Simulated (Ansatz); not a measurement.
The same path of a periodic cell of 15 atoms, Al$_{8}$N$_{6}$O (host AlN, host structure P6_3mc, dopant O, one N atom removed), cell charge +2 was run twice with different band settings. Lost on the way: Al6–O11, Al10–O11. Made: Al1–O11, O11–Al13.

The calculation used Ansatz, DFT PBE, scalar-relativistic, plane waves, PAW. Settings: PAW set soft_1, cutoff 420 eV, k mesh 2x3x3, gaussian smearing 0.05 eV, no spin polarisation.

Relaxed end points:

```xyz
15
Lattice="-3.1440 -5.4456 0.0000 4.7160 -2.7228 0.0000 0.0000 0.0000 5.0460" Properties=species:S:1:pos:R:3
Al 1.548 -4.450 0.011
Al -0.026 -3.628 2.525
N 1.549 -4.559 1.921
N -0.033 -3.635 4.437
Al -0.004 -1.826 0.003
Al 3.146 -3.710 2.530
N -0.002 -1.822 1.915
N 3.142 -3.620 4.437
Al 3.150 -1.820 -0.062
Al 1.502 -0.899 2.540
O 3.141 -1.822 1.905
N 1.593 -0.925 4.441
Al -1.516 -4.592 0.018
Al 1.586 -6.347 2.477
N -1.607 -4.558 1.923
```

```xyz
15
Lattice="-3.1440 -5.4456 0.0000 4.7160 -2.7228 0.0000 0.0000 0.0000 5.0460" Properties=species:S:1:pos:R:3
Al 1.562 -4.465 0.013
Al -0.004 -3.627 2.532
N 1.566 -4.555 1.921
N -0.006 -3.631 4.445
Al 0.019 -1.824 0.008
Al 3.160 -3.725 2.541
N 0.024 -1.818 1.920
N 3.159 -3.618 4.450
Al 3.121 -1.829 -0.037
Al 1.507 -0.861 2.547
O 4.711 -0.908 4.435
N 1.599 -0.896 4.452
Al -1.510 -4.555 0.023
Al 1.557 -6.355 2.468
N -1.601 -4.528 1.924
```

Common settings: optimiser quadratic models (default); end points relaxed.

| run | movable images | climbing image | spring | start path | force threshold | iteration limit |
| --- | --- | --- | --- | --- | --- | --- |
| 1 | 5 | yes | 10.0 eV/Å² | IDPP | 0.03 eV/Å | 38 |
| 2 | 4 | no | 5.0 eV/Å² | default | 0.05 eV/Å | 44 |

(1) What does each run give, and how far can it be trusted?

## Answers

(1) Run 1: converged after 22 iterations, highest image 2.647 eV above the first end. Neighbouring images differ by up to 1.4 eV, so the band resolves the path poorly. By the program's own check the climbing image is a first-order saddle point (lowest curvatures found: -6.55 and 0.44 eV/Å²).
Run 2: converged after 17 iterations, highest image 2.348 eV above the first end. Neighbouring images differ by up to 1.5 eV, so the band resolves the path poorly. No image climbed, so the highest image needn't sit at the top of the path.
Limits of this set-up: no spin, though dangling bonds at a vacancy may carry it, a small cell, in which the defect meets its images, charged cell in a uniform background, uncorrected.
